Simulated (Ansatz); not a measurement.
# Cr: the cost of one run

Program: Ansatz 0.2.0. Level of theory: DFT LDA, scalar-relativistic. These are calculated values, not measurements.

### 1 The starting structure

The structure is cubic, space group Im-3m (No. 229). The conventional cell has a = 2.884 Å, b = 2.884 Å, c = 2.884 Å, α = 90.00°, β = 90.00°, γ = 90.00°. Around Cr (site symmetry m-3m) lie 8 Cr at 2.50 Å.

Coordinates:

```cif
data_structure
_symmetry_space_group_name_H-M 'Im-3m'
_symmetry_Int_Tables_number 229
_cell_length_a 2.8839
_cell_length_b 2.8839
_cell_length_c 2.8839
_cell_angle_alpha 90.000
_cell_angle_beta 90.000
_cell_angle_gamma 90.000
_cell_volume 23.99
loop_
_atom_site_label
_atom_site_type_symbol
_atom_site_symmetry_multiplicity
_atom_site_Wyckoff_symbol
_atom_site_fract_x
_atom_site_fract_y
_atom_site_fract_z
_atom_site_occupancy
Cr1 Cr 2 a 0.00000 0.00000 0.00000 1
```

The file gives the conventional cell by its symmetry; the runs use the cell typed in the input.

### 2 After the deformation

Space group Im-3m before, R-3m after.

### 3 Full-potential LAPW

input.yaml reads:

```yaml
crystal:
  lattice:
    - [-1.4563695, 1.44195, 1.44195]
    - [1.44195, -1.4563695, 1.44195]
    - [1.44195, 1.44195, -1.4563695]
  atoms:
    - { symbol: Cr, position: [0.0, 0.0, 0.0], spin: 3.0 }
magnetization:
  spin_polarized: true
kpoints:
  mp_grid: { grid: [18, 18, 18] }
  band_path:
    path:
      - [0.0, 0.0, 0.0]
      - [0.0, 0.0, 0.5]
      - [-0.5, 0.5, 0.5]
      - [-0.7524689983, 0.2475310017, 0.2475310017]
      - [0.2475310017, 0.2475310017, 0.2475310017]
      - [0.0, 0.0, 0.0]
      - [-0.5, 0.0, 0.5]
    npoints: 5
scf:
  occupations: { method: fermi_dirac, width: 0.08 }
hamiltonian:
  xc: lda
  pseudopotentials: { kind: all_electron, lapw: { basis_error: 0.001 } }
output:
  forces: true
  stress: true
  eigenvalues: true
```

Run with:

```sh
ansatz run input.yaml --threads 1 --pin off --max-ram 3072MiB --backend cpu --events-out ev --progress --plain --runs-dir out
```

**Question.** How long does this run take on 1 thread of Arm Neoverse V1, shared host, and how much memory does it need?

About 100 s, with a peak of 0.78 GiB.
